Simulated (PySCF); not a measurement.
# Re3 (Re3-): the cost of one run

The runs use PySCF 2.14.0; TPSS, Re def2-SVP with ECP60; scalar-relativistic core potentials, no spin–orbit coupling.

3 further runs of the same task are left out: 2 for a known fault of the program, 1 that didn't finish.

## (1) Starting geometry

3 atoms, charge -1, spin multiplicity 3.

Bond lengths: Re1–Re2 2.227 Å, Re2–Re3 2.227 Å. Angles: Re1–Re2–Re3 68.6°.

As a file:

```tsv
atom	x (Å)	y (Å)	z (Å)
Re1	-0.0289	0.6124	1.2556
Re2	0.0578	-1.2248	0.0000
Re3	-0.0289	0.6124	-1.2556
```

An earlier session relaxed this geometry at TPSS, Re def2-SVP with ECP60 (triplet, point group C2v).

Its energy there is -234.764378 Eh.

## (2) Atoms moved at random, σ = 0.06 Å

Contents of run.py (the lines that set the calculation):

```python
mol = gto.M(atom='''
Re    -0.11197     0.65686     1.24248
Re     0.09382    -1.22969     0.00054
Re     0.01815     0.57283    -1.24302''',
    basis={'Re': 'def2-SVP'},
    ecp={'Re': 'def2-SVP'},
    charge=-1, spin=2)
mf = dft.UKS(mol, xc='TPSS')
mf.grids.atom_grid = (50, 194)
mf = mf.density_fit()  # fitting sets: Re def2-universal-JKFIT
mf.conv_tol = 1e-08; mf.max_cycle = 55
mf.kernel(dm0)  # dm0: the density of the relaxed state
```

Launch:

```bash
$ OMP_NUM_THREADS=2 python run.py
```

**Question.** How long does this run take on 2 threads of AMD EPYC 7R43 (Zen 3), shared host?

About 9.4 s.
